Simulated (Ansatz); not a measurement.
# BrH2NZn: how energies converge with the basis set

One table from this session's results is given with a row withheld; the runs are named, their logs left out.

The runs use Ansatz 0.2.0, Gaussian basis; one geometry, several basis sets.

Plan: PBE0-D4/def2-SVP; ωB97M-V/def2-SVP; PBE0-D4/def2-QZVPP; ωB97M-V/def2-QZVPP; the functionals' def2-TZVPP values are taken from earlier runs.

## Structure used throughout

All runs share one geometry, relaxed beforehand with PBE0-D4 in a triple-zeta def2 set.

SMILES `[NH2][Zn][Br]`, 5 atoms, charge 0, spin multiplicity 1.

Atoms are counted from 1 here; the program's logs count them from 0.

Bond lengths: N1–Zn2 1.816 Å, N1–H4 1.011 Å, N1–H5 1.011 Å, Zn2–Br3 2.231 Å. Angles: Zn2–N1–H4 115.8°, Zn2–N1–H5 115.8°, H4–N1–H5 107.8°, N1–Zn2–Br3 175.4°.

Set-up of the first run:

in.yaml

```yaml
crystal:
  periodic: [false, false, false]
  atoms:
    - {symbol: N, position_ang: [-0.462701, 0.756655, -0.440240]}
    - {symbol: Zn, position_ang: [0.584542, -0.546699, 0.267710]}
    - {symbol: Br, position_ang: [2.013768, -2.059624, 1.070742]}
    - {symbol: H, position_ang: [-1.103961, 0.461703, -1.164187]}
    - {symbol: H, position_ang: [-0.981848, 1.314164, 0.224575]}
basis:
  gaussian: {orbitals: def2-SVP}
hamiltonian: {xc: pbe0, dispersion: d4}
output: {orbitals: {seedname: orbitals}}
```

Run with:

```
$ ansatz run in.yaml --threads 2 --pin off --events-out ev --progress --plain --max-ram 32768MiB --backend cpu
```

Among the steps run: PBE0-D4 in def2-SVP; ωB97M-V in def2-SVP; PBE0-D4 in def2-QZVPP; ωB97M-V in def2-QZVPP.

One table of the session follows, with a row left open; its other results are not shown here.

It belongs to the step «Functionals by basis». 

| functional | basis | HOMO (eV) |
| --- | --- | --- |
| PBE0-D4 | def2-SVP | -6.88 |
| PBE0-D4 | def2-TZVPP | -7.35 |
| PBE0-D4 | def2-QZVPP | -7.40 |
| ωB97M-V | def2-SVP | -9.23 |
| ωB97M-V | def2-TZVPP | -9.71 |
| ωB97M-V | def2-QZVPP | ? |

**Question.** Estimate the row for ωB97M-V, def2-QZVPP.

**Answer.** HOMO (eV): -9.76. In the column «HOMO (eV)» it is the lowest.
